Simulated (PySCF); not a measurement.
# C2H11AlOSSi: electronic excitations

What electronic excitations should C2H11AlOSSi (`C[S@+]([AlH3-])CO[SiH3]`) show?

The runs use PySCF 2.14.0, with density-fitted response routines of our own; the level of theory stands in each step. All values are computed, except where a source is named. Atoms count from 0, in the outputs and in this text.

### 1 The starting structure

17 atoms, charge 0, multiplicity 1; geometry from: GFN2-xTB.

Bonds of the start (Å): C0–S1 1.81, S1–Al2 2.46, S1–C3 1.84, C3–O4 1.36, O4–Si5 1.64, C0–H6 1.09, C0–H7 1.09, C0–H8 1.09, Al2–H9 1.57, Al2–H10 1.58, Al2–H11 1.56, C3–H12 1.10, C3–H13 1.09, Si5–H14 1.46, Si5–H15 1.45, Si5–H16 1.46.

### 2 TDDFT and polarisability: CAM-B3LYP/def2-SVPD

The job: settings as JSON, then the geometry in Å.

```
{"job": {"kind": "uv", "xc": "CAM-B3LYP", "basis": "def2-SVPD", "nstates": 8, "ntriplets": 3}, "charge": 0, "multiplicity": 1}
C     -0.563737    -1.650695     0.531210
S     -0.654491     0.042632     1.167335
Al    -2.729999     0.437239    -0.092920
C      0.295666     0.935465    -0.125481
O      1.537441     0.415478    -0.308138
Si     2.804536     0.404395     0.731977
H     -0.585053    -2.318420     1.386859
H      0.374500    -1.757354    -0.005958
H     -1.416316    -1.849382    -0.123359
H     -2.665052     1.993631     0.097024
H     -2.267882    -0.137904    -1.487797
H     -3.573890    -0.512249     0.819365
H     -0.269567     0.872569    -1.063970
H      0.318789     1.971951     0.225631
H      3.143975     1.773424     1.117716
H      3.758390    -0.234699    -0.158130
H      2.485692    -0.374050     1.928189
```

With the program's defaults for keys left out, this is: TDDFT CAM-B3LYP/def2-SVPD, vertical, gas phase, core orbitals frozen in the response.

Started as:

```sh
$ OMP_NUM_THREADS=1 python probes_run.py task.json out
```

This one command runs all jobs of the session in turn.

Predict these results of the whole session: lowest singlet (CAM-B3LYP/def2-SVPD); brightest single state of those computed; lowest triplet.

**Answer**, as computed:

| quantity | value |
| --- | --- |
| lowest singlet (CAM-B3LYP/def2-SVPD) | 6.49 eV (191 nm), f = 0.016 |
| brightest single state of those computed | state 6, 7.34 eV, f = 0.087 |
| lowest triplet | 6.04 eV |

**Reading.** The first singlet state (HOMO→LUMO 0.25, HOMO→LUMO+2 0.23) lies at 6.49 eV and is weak; of the 8 states computed, the strongest absorption comes from state 6 at 7.34 eV. The lowest triplet lies 0.46 eV below the lowest singlet (triplets in Tamm-Dancoff, singlets in full TDDFT).
